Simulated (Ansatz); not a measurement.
## BrCl2FSi, SMILES F[Si](Cl)(Cl)Br: vertical energies of changing the electron count, step by step

Computed with the Ansatz DFT code, driven from Python.

`brcl2fsi.xyz`
```text
5

F     1.11820   -0.95670    0.98480
Si    0.05330   -0.07410    0.06110
Cl   -1.62720    0.45070    1.13370
Cl   -0.55130   -1.21810   -1.48130
Br    1.05690    1.72470   -0.73980
```

Notebook, run cell by cell (the value of a cell's last expression is shown):

```python
import ansatz as az
```

```python
BASIS_SET = "def2-SVPD"
XC = "hf"


def total_energy(molecule, charge=0, unpaired=0):
    calc = (
        molecule.calculation()
        .basis(gaussian=BASIS_SET)
        .functional(XC)
    )
    if charge:
        calc = calc.charge(charge)
    if unpaired:
        calc = calc.spin("collinear", total=unpaired)
    return calc.run().report["free_energy_ev"]
```

```python
system = az.Crystal.molecule_from_extxyz("brcl2fsi.xyz")

# total-energy differences at one geometry
parent = total_energy(system, 0, 0)
cation = total_energy(system, 1, 1)
print(f"E(N)   = {parent:.5f} eV")
print(f"E(N-1) = {cation:.5f} eV  (1 unpaired)")
print(f"vertical ionisation energy {cation - parent:.3f} eV")
anion = total_energy(system, -1, 1)
print(f"E(N+1) = {anion:.5f} eV  (1 unpaired)")
print(f"vertical electron affinity {parent - anion:.3f} eV" + ("" if anion < parent else " (unbound in this basis)"))
print(f"fundamental gap IP - EA = {cation + anion - 2 * parent:.3f} eV")
```

    E(N)   = -105559.56169 eV
    E(N-1) = -105548.58487 eV  (1 unpaired)
    vertical ionisation energy 10.977 eV
    E(N+1) = -105558.18728 eV  (1 unpaired)
    vertical electron affinity -1.374 eV (unbound in this basis)
    fundamental gap IP - EA = 12.351 eV

At this unrelaxed geometry removing an electron costs 10.98 eV and an added one is unbound in this basis (by 1.37 eV).

Reading the output:
- Total energies depend on the basis set; only differences at equal settings carry meaning.
- The geometry is a force-field or estimated start, not a minimum of this method, and the basis set is short of its limit. All parts are taken at fixed geometry, without zero-point energy. At an unrelaxed start these energies can be a whole eV from those at the minimum, and a small affinity can change sign.
- Hartree-Fock leaves correlation out, so bond, atomisation and ionisation energies come out well too low.
- A negative electron affinity means that the anion is unbound here; its size hangs on the basis and tends to about zero as the basis grows, and so does its part in any gap built on it.
- Timing: 110 s on 1 thread of Arm Neoverse V2, with other jobs on the host, peak memory 0.6 GiB.

(Lines on the test bed's own set-up are left out of the output.)
